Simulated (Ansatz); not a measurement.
# CH6OSSi: the cost of one run

Program: Ansatz 0.2.0. Level of theory: RKS PBE-D4/6-31G*. These are calculated values, not measurements.

**1. The starting structure**

Bond lengths: O1–C2 1.408 Å, C2–Si3 1.856 Å, Si3–S4 2.237 Å, O1–H5 1.031 Å, C2–H6 1.112 Å, C2–H7 1.071 Å, Si3–H8 1.434 Å, Si3–H9 1.547 Å, S4–H10 1.345 Å. Angles: O1–C2–Si3 114.5°, O1–C2–H6 107.1°, O1–C2–H7 110.2°, Si3–C2–H6 110.0°, Si3–C2–H7 108.1°, H6–C2–H7 106.6°, C2–O1–H5 106.5°, C2–Si3–S4 108.8°, C2–Si3–H8 113.7°, C2–Si3–H9 110.0°, S4–Si3–H8 107.8°, S4–Si3–H9 106.3°, H8–Si3–H9 110.0°, Si3–S4–H10 90.8°.

Structure file:

```xyz
10

O    -0.7899    0.8751   -1.1901
C    -0.5875    0.6828    0.1896
Si    0.2570   -0.9106    0.6304
S     2.2391   -0.9863   -0.4048
H    -1.2543    1.7893   -1.2933
H     0.0116    1.5449    0.5547
H    -1.5229    0.7189    0.7092
H    -0.4811   -2.0789    0.2487
H     0.5590   -0.9485    2.1474
H     1.6520   -0.7379   -1.5889
```

**2. End point A**

The input, input.yaml:

```yaml
crystal:
  periodic: [false, false, false]
  atoms:
    - { symbol: O, position_ang: [-0.7899, 0.8751, -1.1901] }
    - { symbol: C, position_ang: [-0.5875, 0.6828, 0.1896] }
    - { symbol: Si, position_ang: [0.257, -0.9106, 0.6304] }
    - { symbol: S, position_ang: [2.2391, -0.9863, -0.4048] }
    - { symbol: H, position_ang: [-1.2543, 1.7893, -1.2933] }
    - { symbol: H, position_ang: [0.0116, 1.5449, 0.5547] }
    - { symbol: H, position_ang: [-1.5229, 0.7189, 0.7092] }
    - { symbol: H, position_ang: [-0.4811, -2.0789, 0.2487] }
    - { symbol: H, position_ang: [0.559, -0.9485, 2.1474] }
    - { symbol: H, position_ang: [1.652, -0.7379, -1.5889] }
basis:
  gaussian: { orbitals: "6-31G*" }
hamiltonian:
  xc: pbe
  dispersion: d4
relax:
  f_tol: 0.015
  max_steps: 40
```

The run is started by

```console
$ ansatz run input.yaml --threads 1 --pin off --max-ram 2048MiB --backend cpu --events-out ev --progress --plain --runs-dir out
```

What time and memory should one allow on 1 thread of Arm Neoverse V2, shared host?

About 39 s, with a peak of 0.14 GiB.
